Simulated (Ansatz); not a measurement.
# ScAl3: the cost of one run

All numbers are computed with Ansatz 0.2.0, driven from Python. Level of theory: DFT PBE, plane waves, PAW.

**1. The system**

The structure is cubic, space group Pm-3m (No. 221). Conventional cell: a = 4.088 Å, b = 4.088 Å, c = 4.088 Å, α = 90.00°, β = 90.00°, γ = 90.00°. Sc (site symmetry m-3m) is surrounded by 12 Al at 2.89 Å. Al (site symmetry 4/mmm) is surrounded by 4 Sc at 2.89 Å and 8 Al at 2.89 Å.

The script holds or builds the structure itself.

**2. The code**

Input file compress_scal3.py:

```python
# -*- coding: utf-8 -*-
import logging
import sys

import ansatz
import numpy as np

logging.basicConfig(stream=sys.stdout, format="%(levelname)s:%(name)s:%(message)s")
log = logging.getLogger("scal3")
log.setLevel(logging.INFO)

def edges_and_angles(cell):
    cell = np.asarray(cell)
    a, b, c = np.linalg.norm(cell, axis=1)
    cosines = cell[1] @ cell[2] / (b * c), cell[0] @ cell[2] / (a * c), cell[0] @ cell[1] / (a * b)
    return (a, b, c, *np.degrees(np.arccos(cosines)))

crystal = (
    ansatz.Lattice.from_parameters(4.087807, 4.087807, 4.087807, alpha=90.0, beta=90.0, gamma=90.0)
    .atom("Sc", (0.0, 0.0, 0.0))
    .atom("Al", (0.5, 0.0, 0.5))
    .atom("Al", (0.0, 0.5, 0.5))
    .atom("Al", (0.5, 0.5, 0.0))
)

model = crystal.calculation()
model = model.basis(450)
model = model.functional("pbe")
model = model.kpoints(density=4.1)
model = model.pseudopotentials("paw").occupations("Fermi-Dirac", width=0.1)

rows = []
for pressure in [-2, 0, 2, 5, 10]:
    done = model.relax(cell=True, pressure=pressure, force_tolerance=0.02).run()
    cell = done.lattice.cell_ang
    n_atoms = len(done.lattice.sites)
    volume = abs(np.linalg.det(cell)) / n_atoms
    enthalpy = done.report["free_energy_ev"] / n_atoms + pressure * volume / 160.21766
    rows.append((pressure, volume, enthalpy, *edges_and_angles(cell)))
    log.info(f"{pressure} GPa done: {volume:.4f} A^3/atom")

log.info(" P (GPa)  V (A^3/atom)  H (eV/atom)     a       b       c")
for row in rows:
    log.info("{:8.1f} {:12.4f} {:14.5f} {:7.4f} {:7.4f} {:7.4f}".format(*row[:6]))
p, v = np.array([row[0] for row in rows], float), np.array([row[1] for row in rows])
print("mean bulk modulus between rows (GPa):", np.round(-np.diff(p) / np.diff(np.log(v)), 1))
```

**3. The input behind the calls**

The package turns the script's settings into the engine's input (first run):

```yaml
crystal:
  lattice:
    a: 4.087807
    b: 4.087807
    c: 4.087807
    alpha: 90.0
    beta: 90.0
    gamma: 90.0
  atoms:
    - { symbol: Sc, position: [0.0, 0.0, 0.0] }
    - { symbol: Al, position: [0.5, 0.0, 0.5] }
    - { symbol: Al, position: [0.0, 0.5, 0.5] }
    - { symbol: Al, position: [0.5, 0.5, 0.0] }
basis:
  ecutwfc: 450.0
kpoints:
  mp_grid:
    kspacing: 0.24390243902439027
hamiltonian:
  xc: pbe
  pseudopotentials:
    kind: paw
scf:
  occupations:
    method: fermi_dirac
    width: 0.1
relax:
  f_tol: 0.02
  cell:
    p_target: -2.0
```

**4. Running it**

Command:

```bash
$ python compress_scal3.py
```

Q: Estimate wall time and peak memory on 1 thread of Intel Xeon 6975P-C (Granite Rapids), shared host.

About 15 s, with a peak of 0.45 GiB.
